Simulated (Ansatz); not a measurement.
# B₂FH₃OSi: small, medium and large basis sets

The task here is to estimate one member of a computed series from the others.

Computed with Ansatz 0.2.0, Gaussian basis. Level: one geometry, several basis sets.

Plan: PBE0-D4/def2-SVP; ωB97M-V/def2-SVP; PBE0-D4/def2-QZVPP; ωB97M-V/def2-QZVPP; the functionals' def2-TZVPP values are taken from earlier runs.

**Structure used throughout**

An earlier PBE0-D4 in a triple-zeta def2 set relaxation fixed the geometry.

8 atoms, charge 0, spin multiplicity 1.

Atoms are counted from 1 here; the program's logs count them from 0.

Bond lengths: B1–B2 1.633 Å, B1–Si4 2.054 Å, B1–H6 1.201 Å, B1–H7 1.197 Å, B2–O3 1.286 Å, B2–Si4 2.021 Å, O3–Si4 1.825 Å, Si4–F5 1.586 Å, Si4–H8 1.473 Å. Angles: B2–B1–Si4 65.3°, B2–B1–H6 114.3°, B2–B1–H7 118.8°, Si4–B1–H6 112.9°, Si4–B1–H7 114.5°, H6–B1–H7 119.2°, B1–B2–O3 129.8°, B1–B2–Si4 67.5°, O3–B2–Si4 62.4°, B2–O3–Si4 79.0°, B1–Si4–B2 47.2°, B1–Si4–O3 85.9°, B1–Si4–F5 119.8°, B1–Si4–H8 126.4°, B2–Si4–O3 38.6°, B2–Si4–F5 119.2°, B2–Si4–H8 123.8°, O3–Si4–F5 105.3° and more.

Set-up of the first run:

Contents of in.yaml:

```yaml
crystal:
  periodic: [false, false, false]
  atoms:
    - {symbol: B, position_ang: [0.859420, 0.454554, 0.719354]}
    - {symbol: B, position_ang: [-0.437365, 1.248055, 0.122219]}
    - {symbol: O, position_ang: [-1.409729, 0.811284, -0.597234]}
    - {symbol: Si, position_ang: [-0.371690, -0.683795, -0.467797]}
    - {symbol: F, position_ang: [0.059560, -1.022755, -1.955403]}
    - {symbol: H, position_ang: [0.773948, 0.174266, 1.884113]}
    - {symbol: H, position_ang: [1.938038, 0.674614, 0.248412]}
    - {symbol: H, position_ang: [-1.320083, -1.713423, -0.009264]}
basis:
  gaussian: {orbitals: def2-SVP}
hamiltonian: {xc: pbe0, dispersion: d4}
output: {orbitals: {seedname: orbitals}}
```

The run is started by

```console
ansatz run in.yaml --threads 2 --pin off --events-out ev --progress --plain --max-ram 4352MiB
```

Among the steps run: PBE0-D4 in def2-SVP; ωB97M-V in def2-SVP; PBE0-D4 in def2-QZVPP; ωB97M-V in def2-QZVPP.

One table of the session follows, with a row left open; its other results are not shown here.

It belongs to the step «Functionals by basis». 

| functional | basis | HOMO (eV) | LUMO (eV) |
| --- | --- | --- | --- |
| PBE0-D4 | def2-SVP | -7.87 | -2.01 |
| PBE0-D4 | def2-TZVPP | -7.90 | -2.10 |
| PBE0-D4 | def2-QZVPP | -7.91 | -2.12 |
| ωB97M-V | def2-SVP | ? | ? |
| ωB97M-V | def2-TZVPP | -9.93 | -0.19 |
| ωB97M-V | def2-QZVPP | -9.94 | -0.25 |

Estimate the missing values for ωB97M-V, def2-SVP.

The run gave: HOMO (eV): -9.86; LUMO (eV): 0.00. In the column «HOMO (eV)» it lies between ωB97M-V, def2-TZVPP (-9.93) and PBE0-D4, def2-QZVPP (-7.91).
